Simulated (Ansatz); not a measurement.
**Sb: response to strain**

Sb is deformed so: equal xy, yz and zx engineering shear strains of +1 %. What stress and forces result, by LAPW, PAW and all-electron datasets made for the crystal?

Method: DFT PBEsol, scalar-relativistic, in Ansatz 0.2.0.

### Step 1. Starting point

The structure is tetragonal, space group I4/mmm (No. 139). The conventional cell has a = 3.010 Å, b = 3.010 Å, c = 4.960 Å, α = 90.00°, β = 90.00°, γ = 90.00°. Around Sb (site symmetry 4/mmm) lie 12 Sb at 3.01 to 3.27 Å.

As a file:

```cif
data_structure
_symmetry_space_group_name_H-M 'I4/mmm'
_symmetry_Int_Tables_number 139
_cell_length_a 3.0100
_cell_length_b 3.0100
_cell_length_c 4.9600
_cell_angle_alpha 90.000
_cell_angle_beta 90.000
_cell_angle_gamma 90.000
_cell_volume 44.94
loop_
_atom_site_label
_atom_site_type_symbol
_atom_site_symmetry_multiplicity
_atom_site_Wyckoff_symbol
_atom_site_fract_x
_atom_site_fract_y
_atom_site_fract_z
_atom_site_occupancy
Sb1 Sb 2 a 0.00000 0.00000 0.00000 1
```

The file gives the conventional cell by its symmetry; the runs use the cell typed in the input.

### Step 2. The deformed structure

Space group I4/mmm before, C2/m after.

### Step 3. LAPW, all electrons

Input file input.yaml:

```yaml
crystal:
  lattice:
    - [-1.485075, 1.509875, 2.48]
    - [1.509875, -1.485075, 2.48]
    - [1.500125, 1.500125, -2.46495]
  atoms:
    - { symbol: Sb, position: [0.0, 0.0, 0.0] }
kpoints:
  mp_grid: { grid: [13, 13, 15] }
  band_path:
    path:
      - [0.0, 0.0, 0.0]
      - [0.5, 0.5, -0.5]
      - [0.812759463, 0.187240537, -0.5]
      - [0.187240537, -0.187240537, -0.5]
      - [0.0, 0.0, -0.5]
      - [0.0, 0.0, 0.0]
      - [0.5, -0.5, 0.0]
      - [0.5, 0.0, -0.5]
      - [0.0, 0.0, 0.0]
    npoints: 5
scf:
  occupations: { method: fermi_dirac, width: 0.03 }
hamiltonian:
  xc: pbesol
  pseudopotentials: { kind: all_electron, lapw: { basis_error: 0.00025 } }
output:
  forces: true
  stress: true
  eigenvalues: true
```

The run is started by

```
> ansatz run input.yaml --threads 1 --pin off --max-ram 3072MiB --backend cpu --events-out ev --progress --plain --runs-dir out
```

### Step 4. Frozen-core PAW

Input file input.yaml:

```yaml
crystal:
  lattice:
    - [-1.485075, 1.509875, 2.48]
    - [1.509875, -1.485075, 2.48]
    - [1.500125, 1.500125, -2.46495]
  atoms:
    - { symbol: Sb, position: [0.0, 0.0, 0.0] }
kpoints:
  mp_grid: { grid: [13, 13, 15] }
scf:
  occupations: { method: fermi_dirac, width: 0.03 }
hamiltonian:
  xc: pbesol
  pseudopotentials: { kind: paw }
output:
  forces: true
  stress: true
  eigenvalues: true
  efg: { contact_densities: true }
  write_density: true
  write_potential: true
  elf: true
  volumetric_format: npy
```

### Step 5. Datasets made for this crystal

Edit input.yaml of step 4 so:

```diff
@@ -13,3 +13,3 @@
   xc: pbesol
-  pseudopotentials: { kind: paw }
+  pseudopotentials: { kind: all_electron, datasets: crystal }
 output:
@@ -19,5 +19 @@
   efg: { contact_densities: true }
-  write_density: true
-  write_potential: true
-  elf: true
-  volumetric_format: npy
```

(Steps that only read results are left out.)

What does the calculation give? Wanted: pressure; largest shear or deviatoric stress.

The runs gave:

| quantity | value |
| --- | --- |
| pressure | LAPW 15.25, PAW 15.24, crystal datasets 15.25 GPa |
| largest shear or deviatoric stress (LAPW) | 1.61 GPa |

In words: The largest part of the stress beyond the pressure is 1.61 GPa in size, in the zz component. No run of the undeformed cell stands beside it, so the pressure holds what the given cell had before the change. PAW: stress within 0.02 GPa of LAPW. Crystal datasets: stress within 0.01 GPa of LAPW. Spin-orbit coupling is left out, though the cell holds Sb; in elements this heavy it can shift bands and gaps by tenths of an eV.
